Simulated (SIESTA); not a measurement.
# Sn2Pd2Au under changes of volume

One of the cells (20.713 Å³/atom); the others are scaled copies at fixed shape and fractional positions:

```
Au Sn Pd
1.0
     4.56633    0.00000    0.00000
    -2.28317    3.95456    0.00000
     0.00000    0.00000    5.73516
Au Sn Pd
1 2 2
Direct
  0.33333 0.66667 0.01859
  0.00000 0.00000 0.68746
  0.66667 0.33333 0.26384
  0.33333 0.66667 0.50779
  0.66667 0.33333 0.77232
```

The cell comes from a database or a generator and needn't be the stable form of this composition.

* Program: SIESTA 5.4.2
* Functional: PBEsol
* Potentials or basis: PseudoDojo 0.4 standard (PBEsol files)
* Basis: DZP (energy shift 0.003 Ry; two zetas on semicore shells)
* Grid cutoff: 800 Ry
* Energy shift: 0.003 Ry
* k mesh: 7 × 7 × 5
* Occupations: fermi-dirac, width 0.05 eV
* Spin: no spin polarisation

| volume (Å³/atom) | energy over the lowest point (meV/atom) | pressure (GPa) | largest force (eV/Å) |
| --- | --- | --- | --- |
| 19.088 | ? | ? | ? |
| 19.495 | 0.00 | -0.8 | 0.132 |
| 19.901 | 4.86 | -3.0 | 0.125 |
| 20.713 | 30.14 | -6.8 | 0.132 |
| 21.119 | 49.29 | -8.3 | 0.145 |
| 21.525 | 72.01 | -9.6 | 0.157 |

Problem. What does the run at 19.088 Å³/atom give?

Solution. Energy over the lowest point 1.31 meV/atom; pressure 1.8 GPa; largest force 0.141 eV/Å.

Worked out: A Birch-Murnaghan fit of order 3 (a polynomial in V^(-2/3)) to the other rows has its minimum at 19.37 Å³/atom, just outside them, with B0 = V·E''(V) = 122 GPa and B' = 5.4 at fixed shape and positions, which overstates the stiffness. It gives 1.36 meV/atom at 19.088 Å³/atom, against the run's 1.31, and -dE/dV = 1.9 GPa, against 1.8.

Energies are extrapolated to zero smearing.

Caveats: short orbitals over semicore shells can move pressures by several GPa; the basis of atomic orbitals isn't converged, which shifts pressures, moduli and gaps.
